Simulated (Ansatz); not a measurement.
Input file:

```yaml
accuracy: low
crystal:
  lattice:
    - [5.727565, 0.0, 0.0]
    - [4.295674, 7.440325, 0.0]
    - [0.0, 0.0, 17.676537]
  atoms:
    - { symbol: Al, position: [0.1666667, 0.1111111, 0.0565722] }
    - { symbol: Al, position: [0.6666667, 0.1111111, 0.0565722] }
    - { symbol: Al, position: [0.1666667, 0.4444444, 0.0565722] }
    - { symbol: Al, position: [0.6666667, 0.4444444, 0.0565722] }
    - { symbol: Al, position: [0.1666667, 0.7777778, 0.0565722] }
    - { symbol: Al, position: [0.6666667, 0.7777778, 0.0565722] }
    - { symbol: Al, position: [-0.1666667, 0.2222222, 0.1888531] }
    - { symbol: Al, position: [0.3333333, 0.2222222, 0.1888531] }
    - { symbol: Al, position: [-0.1666667, 0.5555556, 0.1888531] }
    - { symbol: Al, position: [0.3333333, 0.5555556, 0.1888531] }
    - { symbol: Al, position: [-0.1666667, 0.8888889, 0.1888531] }
    - { symbol: Al, position: [0.3333333, 0.8888889, 0.1888531] }
    - { symbol: Al, position: [0.0, 0.0, 0.321134] }
    - { symbol: Al, position: [0.5, 0.0, 0.321134] }
    - { symbol: Al, position: [0.0, 0.3333333, 0.321134] }
    - { symbol: Al, position: [0.5, 0.3333333, 0.321134] }
    - { symbol: Al, position: [0.0, 0.6666667, 0.321134] }
    - { symbol: Al, position: [0.5, 0.6666667, 0.321134] }
    - { symbol: C, position: [0.5271994, 0.4788758, 0.5392127] }
    - { symbol: H, position: [0.7339977, 0.3990819, 0.5595787] }
    - { symbol: H, position: [0.4390512, 0.6169083, 0.5595787] }
    - { symbol: H, position: [0.4065414, 0.4214117, 0.5595787] }
basis:
  ecutwfc: 420.0
kpoints:
  mp_grid: { grid: [3, 2, 1] }
hamiltonian:
  xc: lda
scf:
  occupations: { method: fermi_dirac, width: 0.15 }
  lower_state_search: "off"
md:
  timestep: 0.5
  n_steps: 70
  ensemble: nve
  initial_velocities: zero
  seed: 950904
  initial_site_velocities:
    - { site: 18, velocity: [0.010299, 0.0, -0.012273] }
    - { site: 19, velocity: [0.010299, 0.0, -0.012273] }
    - { site: 20, velocity: [0.010299, 0.0, -0.012273] }
    - { site: 21, velocity: [0.010299, 0.0, -0.012273] }
  constraints: [{ sites: [0, 1, 2, 3, 4, 5] }]
```

Launched with:

```bash
$ ansatz run input.yaml --threads 1 --pin off --max-ram 3072MiB --backend cpu --events-out ev --progress --plain --runs-dir out
```

Hardware: 1 thread of AMD EPYC (Zen 3) (shared host).

Task: Roughly how long does this run take, and how much memory?

Result: 20 min, with a peak of 0.76 GiB, for 71 ionic steps.
